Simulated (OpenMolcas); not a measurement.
# C6H15B (triethylborane), step by step

Aim: the energy (HF/ANO-RCC-MB), then a single-point energy (CASSCF(2,2)/ANO-RCC-VDZ), then an energy scan (CASPT2(2,2)/ANO-RCC-VDZ), then an energy scan (SC-NEVPT2(2,2)/ANO-RCC-VDZ), then the energy along one coordinate (MC-PDFT[tPBE](2,2)/ANO-RCC-VDZ) of C6H15B (triethylborane). 

The results are computed with OpenMolcas 26.06.

## (1) The system as given

C6H15B has 22 atoms, charge 0, and is taken as a singlet. As SMILES, `CCB(CC)CC`. The coordinates come from a PBE0-D4/def2-TZVP relaxation.

Some bond lengths: C1–C2 1.524 Å, C2–B3 1.572 Å, B3–C4 1.573 Å, C4–C5 1.522 Å, B3–C6 1.573 Å, C6–C7 1.538 Å, C1–H8 1.093 Å, C1–H9 1.093 Å, C1–H10 1.093 Å, C2–H11 1.106 Å, C2–H12 1.097 Å, C4–H13 1.104 Å, C4–H14 1.098 Å, C5–H15 1.093 Å, C5–H16 1.093 Å, C5–H17 1.093 Å. Some angles: C1–C2–B3 119.0°, C2–B3–C4 117.5°, C2–B3–C6 121.5°, C4–B3–C6 121.0°, B3–C4–C5 118.9°, B3–C6–C7 108.2°, C1–C2–H11 108.9°, C1–C2–H12 110.6°, B3–C2–H11 102.1°, B3–C2–H12 110.9°.

## (2) The energy at HF/ANO-RCC-MB (DKH2) (run 1)

File input.xyz:

```xyz
22

C     -0.873420    -2.126590    -1.404660
C     -0.260370    -0.749010    -1.624670
B      0.212770     0.082420    -0.377120
C      0.214940     1.650390    -0.507380
C      1.018640     2.469940     0.492670
C      0.623380    -0.617940     0.969640
C     -0.592860    -0.600330     1.911370
H     -0.232820    -2.760730    -0.787180
H     -1.839780    -2.054050    -0.898660
H     -1.042210    -2.653110    -2.347400
H      0.678100    -0.861380    -2.198260
H     -0.897730    -0.143500    -2.280320
H     -0.852160     1.923550    -0.438870
H      0.477270     1.928370    -1.536770
H      0.905070     3.544520     0.327830
H      0.711400     2.263920     1.521200
H      2.086020     2.242010     0.426060
H      1.450860    -0.094440     1.459600
H      0.939100    -1.655440     0.823090
H     -1.442310    -1.136870     1.480690
H     -0.360230    -1.072380     2.868830
H     -0.923660     0.420670     2.120310
```

File step1.inp:

```
&gateway
coord = input.xyz
basis = ANO-RCC-MB
group = NoSym
&seward
&scf
prorbitals = 0
&localisation
occupied
freeze
pipek-mezey
&localisation
fileorb = $Project.LocOrb
virtual
pipek-mezey
```

On the command line:

```
$ export MOLCAS_MEM=1860
$ pymolcas step1.inp > step1.log
```

The program printed:

```text
--- Start Module: gateway ---
[...]
--- Stop Module: gateway /rc=_RC_ALL_IS_WELL_ ---
[...]
      Basis functions           50
[...]
       Convergence after   9 Iterations
[...]
::    Total SCF energy                               -260.4490346993
[...]
      Total spin, S                                     0.0000000000
[...]
      Total electronic charge=   56.000000
      Total            charge=   -0.000000
[...]
      Dipole Moment (debye):
      Origin of the operator (angstrom)=    0.0363    0.0114   -0.0567
                   X= -3.5828E-02               Y=  6.4172E-02               Z= -1.8241E-01           Total=  1.9666E-01
      Quadrupole Moment (debye*angstrom):
[...]
--- Start Module: localisation ---
[...]
--- Stop Module: localisation /rc=_RC_ALL_IS_WELL_ ---
--- Start Module: localisation ---
[...]
--- Stop Module: localisation /rc=_RC_ALL_IS_WELL_ ---
[...]
```

Wall time 11 s (1 thread of Arm Neoverse V2, shared host); peak memory 0.41 GiB.

## (3) The energy at CASSCF(2,2)/ANO-RCC-VDZ (DKH2, RICD fitting) (run 2)

input.xyz is that of step 2.

File step2.input:

```
* C6H15B CASSCF

&GATEWAY
  Coord = input.xyz
  Basis = ANO-RCC-MB
  Group = NoSym

&SEWARD

&RASSCF
  FileOrb = $CurrDir/step1.LocOrb
  Alter = 2
  1 20 28
  1 29 30
  Spin = 1
  Nactel = 2 0 0
  Inactive = 27
  Ras2 = 2
  OrbListing = Nothing
>>> COPY $Project.RunFile RUNFIL1
>>> COPY $Project.RasOrb INPORB

&GATEWAY
  Coord = input.xyz
  Basis = ANO-RCC-VDZ
  Group = NoSym
  RICD

&SEWARD
>>> COPY $Project.RunFile RUNFIL2

&EXPBAS

&RASSCF
  FileOrb = $Project.ExpOrb
  Spin = 1
  Nactel = 2 0 0
  Inactive = 27
  Ras2 = 2
  OrbListing = Nothing
```

On the command line:

```
$ export MOLCAS_MEM=1860
$ pymolcas step2.input > step2.log
```

The program printed:

```text
--- Start Module: gateway ---
[...]
--- Stop Module: gateway /rc=_RC_ALL_IS_WELL_ ---
[...]
      Basis functions           50
[...]
      Number of active orbitals                  2
[...]
      Spin quantum number                      0.0
[...]
      Active orbitals                            2
[...]
      Number of CSFs                             3
[...]
      Number of root(s) required                 1
[...]
      Convergence after  8 iterations
[...]
      printout of CI-coefficients larger than  0.05 for root  1
      energy=    -260.462541
      conf/sym  11     Coeff  Weight
             1  20   0.99577 0.99155
             3  02  -0.09190 0.00845
      Natural orbitals and occupation numbers for root  1
      sym 1:   1.983109   0.016891
      ************************************************************************************************************************
      *                                                    Final results                                                     *
[...]
::    RASSCF root number  1 Total energy:   -260.46254091
[...]
      Basis functions           93
[...]
--- Start Module: expbas ---
[...]
--- Stop Module: expbas /rc=_RC_ALL_IS_WELL_ ---
--- Start Module: rasscf ---
[...]
      Convergence after 10 iterations
[...]
      Natural orbitals and occupation numbers for root  1
      sym 1:   1.983181   0.016819
      ************************************************************************************************************************
      *                                                    Final results                                                     *
[...]
::    RASSCF root number  1 Total energy:   -260.68993040
[...]
      Total electronic charge=   56.000000
      Total            charge=   -0.000000
[...]
      Dipole Moment (debye):
      Origin of the operator (angstrom)=    0.0363    0.0114   -0.0567
                   X= -3.6871E-02               Y= -1.5110E-02               Z= -2.2967E-02           Total=  4.5992E-02
      Quadrupole Moment (debye*angstrom):
[...]
--- Stop Module: rasscf /rc=_RC_ALL_IS_WELL_ ---
[...]
```

Run time: 15 s. Hardware: 1 thread of Arm Neoverse V2, shared host; peak memory 0.41 GiB.

## (4) The energy along one coordinate at CASPT2(2,2)/ANO-RCC-VDZ (DKH2, RICD fitting, ipea shift 0.25 Eh, pt2 variant SS) (run 3)

File step3.input:

```
* C6H15B CASPT2
>>> COPY $CurrDir/step2.RasOrb $Project.RasOrb
>>> ForEach K in (1, 2, 3, 4, 5, 6, 7, 8, 9)
&GATEWAY
Coord = $CurrDir/point$K.xyz
Basis = ANO-RCC-VDZ
Group = NoSym
RICD
&SEWARD
&RASSCF
FileOrb = $Project.RasOrb
Spin = 1
Nactel = 2 0 0
Inactive = 27
Ras2 = 2
OrbListing = Nothing
&CASPT2
Imaginary = 0.2
Frozen = 7
>>> EndDo
```

On the command line:

```
$ export MOLCAS_MEM=1860
$ pymolcas step3.input > step3.log
```

The program printed:

```text
[...]
      Basis functions           93
[...]
      Number of active orbitals                  2
[...]
      Spin quantum number                      0.0
[...]
      Active orbitals                            2
[...]
      Number of CSFs                             3
[...]
      Number of root(s) required                 1
[...]
      Convergence after  9 iterations
[...]
      Natural orbitals and occupation numbers for root  1
      sym 1:   1.990078   0.009922
      ************************************************************************************************************************
      *                                                    Final results                                                     *
[...]
::    RASSCF root number  1 Total energy:   -260.66713567
[...]
::    CASPT2 Root  1     Total energy:   -261.24970011
[...]
      Convergence after 11 iterations
[...]
      Natural orbitals and occupation numbers for root  1
      sym 1:   1.983169   0.016831
      ************************************************************************************************************************
      *                                                    Final results                                                     *
[...]
      Convergence after  9 iterations
[...]
      Natural orbitals and occupation numbers for root  1
      sym 1:   1.726580   0.273420
      ************************************************************************************************************************
      *                                                    Final results                                                     *
[...]
      Convergence after 10 iterations
[...]
      Natural orbitals and occupation numbers for root  1
      sym 1:   1.481816   0.518184
      ************************************************************************************************************************
      *                                                    Final results                                                     *
[...]
      Convergence after  8 iterations
[...]
      Natural orbitals and occupation numbers for root  1
      sym 1:   1.225616   0.774384
      ************************************************************************************************************************
      *                                                    Final results                                                     *
[...]
::    RASSCF root number  1 Total energy:   -260.54279172
[...]
::    CASPT2 Root  1     Total energy:   -261.10838006
[...]
      Convergence after  8 iterations
[...]
::    RASSCF root number  1 Total energy:   -260.54079811
[...]
::    CASPT2 Root  1     Total energy:   -261.10469432
[...]
```

It took 52 s on 1 thread of Arm Neoverse V2, shared host; peak memory 0.086 GiB.

The scan, from its lowest point:

| C2–C1 (Å) | energy (kJ/mol) |
| --- | --- |
| 1.371 | 57.4 |
| 1.524 | 0.0 |
| 1.676 | 14.5 |
| 1.905 | 89.3 |
| 2.210 | 206.1 |
| 2.590 | 319.1 |
| 3.048 | 393.8 |
| 3.657 | 428.5 |
| 4.571 | 438.1 |

## (5) An energy scan at SC-NEVPT2(2,2)/ANO-RCC-VDZ (DKH2, RICD fitting, pt2 variant SC-NEVPT2) (run 4)

File step4.input:

```
>>> COPY $CurrDir/step2.RasOrb $Project.RasOrb
>>> ForEach K in (1, 2, 3, 4, 5, 6, 7, 8, 9)
&GATEWAY
COORD=$CurrDir/point$K.xyz
BASIS=ANO-RCC-VDZ
GROUP=NoSym
RICD
&SEWARD
&RASSCF
FILEORB=$Project.RasOrb
SPIN=1
NACTEL=2 0 0
INACTIVE=27
RAS2=2
ORBLISTING=Nothing
&CASPT2
SC-NEVPT2
FROZEN=7
>>> EndDo
```

On the command line:

```
$ export MOLCAS_MEM=1860
$ pymolcas step4.input > step4.log
```

The program printed:

```text
[...]
      Basis functions           93
[...]
      Number of active orbitals                  2
[...]
      Spin quantum number                      0.0
[...]
      Active orbitals                            2
[...]
      Number of CSFs                             3
[...]
      Number of root(s) required                 1
[...]
      Convergence after  9 iterations
[...]
      printout of CI-coefficients larger than  0.05 for root  1
      energy=    -260.667136
      conf/sym  11     Coeff  Weight
             1  20   0.99752 0.99504
             3  02  -0.07043 0.00496
      Natural orbitals and occupation numbers for root  1
      sym 1:   1.990078   0.009922
      ************************************************************************************************************************
      *                                                    Final results                                                     *
[...]
::    RASSCF root number  1 Total energy:   -260.66713567
[...]
      E2 (Variational):          -0.5827705863
[...]
::    SC-NEVPT2 Root  1     Total energy:   -261.24985629
[...]
      Convergence after 11 iterations
[...]
      Natural orbitals and occupation numbers for root  1
      sym 1:   1.983169   0.016831
      ************************************************************************************************************************
      *                                                    Final results                                                     *
[...]
      Convergence after  9 iterations
[...]
      Natural orbitals and occupation numbers for root  1
      sym 1:   1.726580   0.273420
      ************************************************************************************************************************
      *                                                    Final results                                                     *
[...]
      Convergence after 10 iterations
[...]
      Natural orbitals and occupation numbers for root  1
      sym 1:   1.481816   0.518184
      ************************************************************************************************************************
      *                                                    Final results                                                     *
[...]
      Convergence after  8 iterations
[...]
::    RASSCF root number  1 Total energy:   -260.54279172
[...]
::    SC-NEVPT2 Root  1     Total energy:   -261.10551250
[...]
      Convergence after  8 iterations
[...]
::    RASSCF root number  1 Total energy:   -260.54079811
[...]
      E2 (Variational):          -0.5612380537
[...]
      Reference weight:           0.82007
[...]
::    SC-NEVPT2 Root  1     Total energy:   -261.10203617
[...]
```

Run time: 46 s. Hardware: 1 thread of Arm Neoverse V2, shared host; peak memory 0.086 GiB.

The scan, from its lowest point:

| C2–C1 (Å) | energy (kJ/mol) |
| --- | --- |
| 1.371 | 59.6 |
| 1.524 | 0.0 |
| 1.676 | 13.0 |
| 1.905 | 87.5 |
| 2.210 | 207.1 |
| 2.590 | 325.7 |
| 3.048 | 403.9 |
| 3.657 | 438.5 |
| 4.571 | 447.7 |

## (6) The energy along one coordinate at MC-PDFT[tPBE](2,2)/ANO-RCC-VDZ (DKH2, RICD fitting) (run 5)

File step5.input:

```
* C6H15B MC-PDFT
>>> COPY $CurrDir/step2.RasOrb $Project.RasOrb
>>> ForEach K in (1, 2, 3, 4, 5, 6, 7, 8, 9)
&gateway
coord=$CurrDir/point$K.xyz
basis=ANO-RCC-VDZ
group=NoSym
ricd
&seward
&rasscf
fileorb=$Project.RasOrb
spin=1
nactel=2 0 0
inactive=27
ras2=2
orblisting=Nothing
&mcpdft
ksdft=T:PBE
>>> EndDo
```

On the command line:

```
$ export MOLCAS_MEM=1860
$ pymolcas step5.input > step5.log
```

The program printed:

```text
--- Start Module: gateway ---
[...]
      Basis functions           93
[...]
      Number of active orbitals                  2
[...]
      Spin quantum number                      0.0
[...]
      Active orbitals                            2
[...]
      Number of CSFs                             3
[...]
      Number of root(s) required                 1
[...]
      Convergence after  9 iterations
[...]
      printout of CI-coefficients larger than  0.05 for root  1
      energy=    -260.667136
      conf/sym  11     Coeff  Weight
             1  20   0.99752 0.99504
             3  02  -0.07043 0.00496
      Natural orbitals and occupation numbers for root  1
      sym 1:   1.990078   0.009922
      ************************************************************************************************************************
      *                                                    Final results                                                     *
[...]
::    RASSCF root number  1 Total energy:   -260.66713567
[...]
::    MCPDFT root number  1 Total energy:   -262.19127346
[...]
      Convergence after 11 iterations
[...]
      Natural orbitals and occupation numbers for root  1
      sym 1:   1.983169   0.016831
      ************************************************************************************************************************
      *                                                    Final results                                                     *
[...]
      Convergence after  9 iterations
[...]
      Natural orbitals and occupation numbers for root  1
      sym 1:   1.726580   0.273420
      ************************************************************************************************************************
      *                                                    Final results                                                     *
[...]
      Convergence after 10 iterations
[...]
      Natural orbitals and occupation numbers for root  1
      sym 1:   1.481816   0.518184
      ************************************************************************************************************************
      *                                                    Final results                                                     *
[...]
      Convergence after  8 iterations
[...]
::    RASSCF root number  1 Total energy:   -260.54279172
[...]
::    MCPDFT root number  1 Total energy:   -262.02476906
[...]
      Convergence after  8 iterations
[...]
::    RASSCF root number  1 Total energy:   -260.54079811
[...]
      Total electronic charge=   56.000000
      Total            charge=   -0.000000
[...]
::    MCPDFT root number  1 Total energy:   -262.02170015
[...]
```

It took 79 s on 1 thread of Arm Neoverse V2, shared host; peak memory 0.086 GiB.

The scan, from its lowest point:

| C2–C1 (Å) | energy (kJ/mol) |
| --- | --- |
| 1.371 | 49.8 |
| 1.524 | 0.0 |
| 1.676 | 20.2 |
| 1.905 | 103.0 |
| 2.210 | 231.2 |
| 2.590 | 360.1 |
| 3.048 | 448.2 |
| 3.657 | 486.9 |
| 4.571 | 495.0 |

## (7) Outcome

```
                                                        quantity          value
                              run 1, HF/ANO-RCC-MB: total energy  -260.44903 Eh
                             run 1, HF/ANO-RCC-MB: dipole moment         0.20 D
                               run 1, HF/ANO-RCC-MB: HOMO energy      -12.49 eV
                               run 1, HF/ANO-RCC-MB: LUMO energy        3.60 eV
                             run 1, HF/ANO-RCC-MB: HOMO–LUMO gap       16.09 eV
                    run 2, CASSCF(2,2)/ANO-RCC-VDZ: total energy  -260.68993 Eh
  run 2, CASSCF(2,2)/ANO-RCC-VDZ: dipole moment (CASSCF density)         0.05 D
       run 3, CASPT2(2,2)/ANO-RCC-VDZ: lowest energy of the scan  -261.27158 Eh
    run 4, SC-NEVPT2(2,2)/ANO-RCC-VDZ: lowest energy of the scan  -261.27255 Eh
run 5, MC-PDFT[tPBE](2,2)/ANO-RCC-VDZ: lowest energy of the scan  -262.21024 Eh
```
